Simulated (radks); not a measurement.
# Ge⁴⁻ held by a Watson sphere

The task here is to estimate one member of a computed series from the others.

Method: scalar-relativistic Kohn-Sham, LB94 model potential, spin-polarised, spherical densities, finite nucleus. Code: radks (a radial shooting solver on a logarithmic mesh, Libxc functionals) version 1.

## Starting point

```
element            : germanium (Z = 32)
charge             : -4
electrons          : 36
configuration      : [Kr]
nuclear rms radius : 4.0742 fm
```

Outer shells as boxes (Hund's rule):

Ge⁴⁻
```
[Ar] core
3d [↑↓][↑↓][↑↓][↑↓][↑↓]
4s [↑↓]
4p [↑↓][↑↓][↑↓]
```

LB94 adds a gradient term to the LDA potential that gives it a −1/r tail. It is a model potential with no energy functional, so Etot and Exc are not given.

The first run:

The run's settings:

```text
Z 32
configuration [Kr]
relativity scalar-relativistic
functional lda,pw
model_potential LB94
spin polarised
nucleus finite rms 4.0742 fm
c 137.035999084
watson charge 4 radius 2.49 bohr
response adiabatic LDA kernel
```

Among the steps run: R = 2.49 bohr; R = 3.16 bohr; R = 3.48 bohr; R = 3.52 bohr; R = 3.62 bohr; R = 3.7 bohr; R = 4.02 bohr; R = 4.59 bohr; R = 5.08 bohr.

One table of the session follows, with a row left open; its other results are not shown here.

| R (bohr) | highest level (eV) | its <r> (bohr) | sum of <r²> (bohr²) | α (bohr³) |
| --- | --- | --- | --- | --- |
| 2.49 | -10.652 | 2.695 | 71.87 | 49.56 |
| 3.16 | -8.844 | 3.064 | 88.25 | 85.86 |
| 3.48 | ? | ? | ? | ? |
| 3.52 | -8.011 | 3.262 | 97.77 | 114.5 |
| 3.62 | -7.798 | 3.317 | 100.5 | 123.9 |
| 3.7 | -7.633 | 3.361 | 102.7 | 131.9 |
| 4.02 | -7.020 | 3.536 | 111.9 | 168.5 |
| 4.59 | -6.099 | 3.845 | 129.4 | 255.0 |
| 5.08 | -5.455 | 4.105 | 145.8 | 355.5 |

Estimate the missing values for R (bohr) = 3.48.

Worked estimate for «highest level (eV)». A straight line through the neighbours (3.16, -8.844) and (3.52, -8.011) gives -8.844 + (-8.011 + 8.844) × (3.48 − 3.16) / (3.52 − 3.16) = -8.104; a parabola fitted to 4 rows on both sides gives -8.099.

**Answer.** highest level (eV): -8.099; its <r> (bohr): 3.240; sum of <r²> (bohr²): 96.68; α (bohr³): 111.0. In «highest level (eV)» the line misses by -0.005 and the parabola by 0.000.

From R = 2.49 to 5.08 bohr the top level moves from -10.652 to -5.455 eV and its mean radius from 2.70 to 4.11 bohr. A wider sphere makes a shallower well, so the ion swells.
